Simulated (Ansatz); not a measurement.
# Cl3Sb: the cost of one run

Program: Ansatz 0.2.0. Level of theory: the levels named in each step. These are calculated values, not measurements.

## 1. The structure to begin with

Bond lengths: Cl1–Sb2 2.356 Å, Sb2–Cl3 2.356 Å, Sb2–Cl4 2.356 Å. Angles: Cl1–Sb2–Cl3 94.9°, Cl1–Sb2–Cl4 94.9°, Cl3–Sb2–Cl4 94.9°.

Structure file:

```xyz
4

Cl   -1.0615   -1.6977   -0.6661
Sb   -0.0012   -0.0009    0.5775
Cl   -0.9383    1.7709   -0.6605
Cl    2.0041   -0.0703   -0.6568
```

## 2. A rough first relaxation, PBE-D4/def2-SVP

Input file input.yaml:

```yaml
crystal:
  periodic: [false, false, false]
  atoms:
    - { symbol: Cl, position_ang: [-1.0615, -1.69774, -0.66609] }
    - { symbol: Sb, position_ang: [-0.00124, -0.00094, 0.57751] }
    - { symbol: Cl, position_ang: [-0.93825, 1.77093, -0.66051] }
    - { symbol: Cl, position_ang: [2.00411, -0.07026, -0.6568] }
basis:
  gaussian: { orbitals: def2-SVP }
hamiltonian:
  xc: pbe
  dispersion: d4
relax:
  f_tol: 0.03
  max_steps: 200
```

Started as:

```
ansatz run input.yaml --threads 2 --pin off --max-ram 5120MiB --backend cpu --events-out ev --progress --plain --runs-dir out
```

**Question.** How long does this run take on 2 threads of Intel Xeon at 2.50GHz (Skylake/Cascade Lake), shared host, and how much memory does it need?

About 32 s, with a peak of 0.13 GiB.
